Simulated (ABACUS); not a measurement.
Input of an ABACUS 3.10.1 run:

run_abacus.py

```python
"""ABACUS run from a structure file: ASE reads it, the script writes STRU, KPT and INPUT."""
import re
import subprocess
from ase.io import read
from ase.units import Bohr

atoms = read("POSCAR")
atoms = atoms[(-atoms.numbers).argsort(kind="stable")]  # ABACUS lists atoms element by element
pseudo = {'Dy': 'Dy.upf', 'Ag': 'Ag.upf', 'F': 'F.upf', 'B': 'B.upf'}
orbital = {}
magmoms = None
kmesh = [3, 3, 2]
params = {
    'suffix': 'DyAgB4F16',
    'calculation': 'scf',
    'basis_type': 'pw',
    'pseudo_dir': './',
    'symmetry': 1,
    'dft_functional': 'GGA_X_PW91+GGA_C_PW91',
    'ecutwfc': 84,
    'pseudo_rcut': 10,
    'nspin': 1,
    'nbands': 99,
    'ks_solver': 'dav',
    'smearing_method': 'fd',
    'smearing_sigma': 0.00367493,
    'scf_thr': 1e-08,
    'scf_nmax': 100,
    'mixing_type': 'broyden',
    'mixing_beta': 0.7,
    'cal_force': 1,
    'cal_stress': 1,
    'out_chg': 1,
    'kpar': 8,
}

symbols = atoms.get_chemical_symbols()
elements = list(dict.fromkeys(symbols))
lines = ["ATOMIC_SPECIES"] + [f"{e} {atoms.get_masses()[symbols.index(e)]:.4f} {pseudo[e]}" for e in elements]
if orbital:
    lines += ["", "NUMERICAL_ORBITAL"] + [orbital[e] for e in elements]
lines += ["", "LATTICE_CONSTANT", f"{1 / Bohr:.10f}", "", "LATTICE_VECTORS"]
lines += [" ".join(f"{x:.10f}" for x in v) for v in atoms.cell]
lines += ["", "ATOMIC_POSITIONS", "Direct"]
for e in elements:
    lines += ["", e, "0.0", str(symbols.count(e))]
    for i, p in enumerate(atoms.get_scaled_positions(wrap=False)):
        if symbols[i] == e:
            mag = "" if magmoms is None else " mag " + " ".join(str(x) for x in (magmoms[i] if isinstance(magmoms[i], list) else [magmoms[i]]))
            lines.append(" ".join(f"{x:.10f}" for x in p) + " 1 1 1" + mag)
open("STRU", "w").write("\n".join(lines) + "\n")
open("KPT", "w").write("K_POINTS\n0\nGamma\n%d %d %d 0 0 0\n" % tuple(kmesh))
open("INPUT", "w").write("INPUT_PARAMETERS\n" + "".join(f"{k:<20s}{v}\n" for k, v in params.items()))

done = subprocess.run(['mpirun', '-np', '8', 'abacus'])
if done.returncode:
    raise SystemExit(done.returncode)
log = open("OUT.DyAgB4F16/running_scf.log").read()
print("final energy (eV):", re.findall(r"FINAL_ETOT_IS (\S+)", log))
```

Contents of POSCAR:

```
DyAgB4F16
1.0
    4.4071500000     -4.2086500000     -0.0192700000
    4.4071500000      4.2086500000     -0.0192700000
   -2.3059700000      0.0000000000      9.2814400000
Dy Ag B F
1 1 4 16
Direct
    0.8203200000      0.1796800000      0.5000000000
    0.1754100000      0.8245900000      0.0000000000
    0.6806800000      0.7380300000      0.6744500000
    0.2619700000      0.3193200000      0.3255500000
    0.2961900000      0.2423000000      0.7867800000
    0.7577000000      0.7038100000      0.2132200000
    0.7810200000      0.5223800000      0.6148000000
    0.4597700000      0.7150800000      0.6666200000
    0.8019500000      0.8150400000      0.8074900000
    0.7188000000      0.8843800000      0.5730800000
    0.1849600000      0.1980500000      0.1925100000
    0.1156200000      0.2812000000      0.4269200000
    0.4776200000      0.2189800000      0.3852000000
    0.2849200000      0.5402300000      0.3333800000
    0.2394800000      0.4586800000      0.8429000000
    0.4646600000      0.2318600000      0.7054200000
    0.0869400000      0.1499000000      0.6830900000
    0.3384700000      0.1060500000      0.8904700000
    0.8501000000      0.9130600000      0.3169100000
    0.8939500000      0.6615300000      0.1095300000
    0.5413200000      0.7605200000      0.1571000000
    0.7681400000      0.5353400000      0.2945800000
```

Potentials or basis: PseudoDojo NC SR 0.4.1 PBE standard, lanthanides 3+ (f in core), plane waves.

Run with:

```console
$ OMP_NUM_THREADS=1 python run_abacus.py > log
```

Task: What does it give for the largest force?

Result: 0.104 eV/Å.

Task: Estimate the band gap on the k mesh.

Result: 4.31 eV, direct.

Forces in eV/Å, atoms in the order of the input:
```
Dy   0.000 -0.028  0.000
Ag   0.000 -0.008  0.000
F   -0.013  0.005 -0.019
F    0.079 -0.067 -0.004
F   -0.017 -0.002 -0.087
F    0.031 -0.001  0.013
F    0.017 -0.002  0.087
F   -0.031 -0.001 -0.013
F    0.013  0.005  0.019
F   -0.079 -0.067  0.004
F   -0.037 -0.047 -0.029
F   -0.051  0.044  0.031
F    0.012  0.028 -0.017
F    0.012  0.038 -0.051
F   -0.012  0.028  0.017
F   -0.012  0.038  0.051
F    0.037 -0.047  0.029
F    0.051  0.044 -0.031
B   -0.030  0.031  0.038
B    0.030  0.031 -0.038
B    0.024 -0.010  0.022
B   -0.024 -0.010 -0.022
```

Caveat: the potentials were made for another functional, which shifts forces and pressure; spin-orbit coupling is left out, which moves the levels of the heavy elements; an odd mesh through Γ misses points on the zone boundary, where band edges often lie; the 4f electrons are frozen in the core as for a trivalent ion, so they carry no moment and show no levels.
